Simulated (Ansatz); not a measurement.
A nudged elastic band was laid between two geometries of a periodic cell of 22 atoms, H₃C₁₈N (surface graphene monolayer, adsorbate NH3).

Method: Ansatz 0.2.0, DFT PBEsol, scalar-relativistic, plane waves, PAW. Settings: cutoff 420 eV, k mesh 2x2x1, gaussian smearing 0.02 eV, no spin polarisation.

```yaml
movable_images: 5
climbing_image: yes
spring: 5.0 eV/Å²
optimiser: quadratic models (default)
start_path: straight line
force_threshold: 0.05 eV/Å
iteration_limit: 46
end_points: relaxed
```

Initial state:

```xyz
22
Lattice="7.3980 0.0000 0.0000 -3.6990 6.4069 0.0000 0.0000 0.0000 13.0000" Properties=species:S:1:pos:R:3
C -0.034 -0.031 0.637
C 1.200 0.682 0.638
C -1.279 2.113 0.637
C -0.034 2.832 0.637
C -2.499 4.255 0.637
C -1.280 4.960 0.637
C 2.420 -0.022 0.638
C 3.665 0.697 0.637
C 1.200 2.120 0.637
C 2.421 2.824 0.636
C -0.034 4.241 0.638
C 1.200 4.953 0.637
C 4.899 -0.015 0.638
C 6.119 0.689 0.637
C 3.666 2.106 0.637
C 4.899 2.818 0.637
C 2.421 4.249 0.636
C 3.666 4.968 0.637
N 2.963 3.614 4.162
H 2.552 2.853 4.710
H 2.823 4.467 4.712
H 2.376 3.713 3.327
```

Final state:

Only the atoms that move by more than 0.05 Å are listed.
```
N19 4.196 5.750 4.162
H20 3.785 4.989 4.710
H21 4.056 6.603 4.712
H22 3.609 5.849 3.327
```

Problem. What changes between the two ends?

Solution. The atom that moves furthest is H20, by 2.47 Å.

Problem. Give the energies along the band, and the barrier.

Solution. The run converged. The highest image is number 3 of 0 to 6, 0.002 eV above the ends, which have the same energy within 2 meV. The top lies less than 8 meV above the higher end, about what the thresholds resolve: that end is a shoulder or a very shallow well. By the program's own check the climbing image is of a kind that is not told: the force calls were inconclusive, a negative curvature could not be distinguished from the path's own, the only one lies far off the path, or fixed occupations may fill a level only in part (lowest curvatures found: -1.38 and -0.00 eV/Å²). Limits of this set-up: slab without dipole correction, no dispersion correction for a molecule that may bind weakly.

```csv
image,path coordinate (Å),energy (eV)
0,0.00,0.000
1,0.73,0.000
2,1.46,0.001
3,2.19,0.002
4,2.95,0.001
5,3.71,0.001
6,4.48,0.000
```

Problem. What is the geometry of the highest image?

Solution. 
```xyz
22
Lattice="7.3980 0.0000 0.0000 -3.6990 6.4069 0.0000 0.0000 0.0000 13.0000" Properties=species:S:1:pos:R:3:forces:R:3
C -0.038 -0.026 0.630 -0.01 0.01 0.00
C 1.208 0.694 0.631 0.00 0.01 0.00
C -1.270 2.125 0.631 0.01 0.00 0.00
C -0.039 2.836 0.631 -0.01 -0.01 0.00
C -2.490 4.251 0.629 0.00 -0.01 0.00
C -1.270 4.956 0.630 0.01 0.00 0.00
C 2.429 -0.011 0.631 0.01 0.00 0.00
C 3.660 0.700 0.631 -0.01 -0.01 0.00
C 1.208 2.116 0.631 0.00 -0.01 0.00
C 2.429 2.820 0.631 0.01 0.00 0.00
C -0.039 4.245 0.631 -0.01 0.01 0.00
C 1.208 4.965 0.632 0.00 0.01 0.00
C 4.907 -0.020 0.632 -0.01 -0.01 0.00
C 6.128 0.685 0.631 0.01 0.00 0.00
C 3.661 2.110 0.631 -0.01 0.01 0.00
C 4.907 2.830 0.630 0.00 0.01 0.00
C 2.429 4.260 0.631 0.01 0.00 0.00
C 3.661 4.971 0.629 -0.01 -0.01 -0.01
N 3.562 4.655 4.208 0.00 0.00 0.00
H 3.103 3.924 4.758 0.00 0.00 0.00
H 3.417 5.530 4.719 0.00 0.00 0.00
H 3.025 4.740 3.340 0.00 0.00 0.00
```

The band took 3 iterations and about 9 core-minutes.

Run time: 9.1 min on 1 thread of Arm Neoverse V1 (shared host), peak memory 1.1 GiB.
